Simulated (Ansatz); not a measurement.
# Li3Lu: the cost of one run

Method: DFT PBE, scalar-relativistic, plane waves, PAW, in Ansatz 0.2.0.

### Step 1. The structure to begin with

The structure is trigonal, space group R-3m (No. 166). Conventional cell: a = 4.995 Å, b = 4.995 Å, c = 9.077 Å, α = 90.00°, β = 90.00°, γ = 120.00°. Li (site symmetry -3m) is surrounded by 2 Li at 2.31 Å. Li (site symmetry 3m) has 1 Lu at 2.23 Å and 1 Li at 2.31 Å in its first shell of neighbours. Around Lu (site symmetry -3m) lie 2 Li at 2.23 Å.

Structure file:

```
Li Lu
1.0
     2.49770    1.44205    3.02575
    -2.49770    1.44205    3.02575
     0.00000   -2.88409    3.02575
Li Lu
3 1
Direct
  0.50000 0.50000 0.50000
  0.75403 0.75403 0.75403
  0.24597 0.24597 0.24597
  0.00000 0.00000 0.00000
```

A structure generator made this guess: random cell by space group and Wyckoff sites (R-3m, No. 166). Lengths come from tabulated atomic sizes and are only a guess.

### Step 2. Probe: one point on a coarse mesh

Input file input.yaml:

```yaml
crystal:
  lattice:
    - [2.49769739, 1.44204626, 3.02575328]
    - [-2.49769739, 1.44204626, 3.02575328]
    - [0.0, -2.88409252, 3.02575328]
  atoms:
    - { symbol: Li, position: [0.5, 0.5, 0.5] }
    - { symbol: Li, position: [0.75403143, 0.75403143, 0.75403143] }
    - { symbol: Li, position: [0.24596857, 0.24596857, 0.24596857] }
    - { symbol: Lu, position: [0.0, 0.0, 0.0] }
basis:
  ecutwfc: 420
kpoints:
  mp_grid: { grid: [6, 6, 6] }
hamiltonian:
  xc: pbe
scf:
  occupations: { method: gaussian, width: 0.1 }
  lower_state_search: "off"
output:
  forces: true
  stress: true
  eigenvalues: true
```

On the command line:

```
$ ansatz run input.yaml --threads 1 --pin off --max-ram 2560MiB --backend cpu --events-out ev --progress --plain --runs-dir out
```

What time and memory should one allow on 1 thread of Arm Neoverse N1, shared host?

About 6.7 s, with a peak of 0.34 GiB.
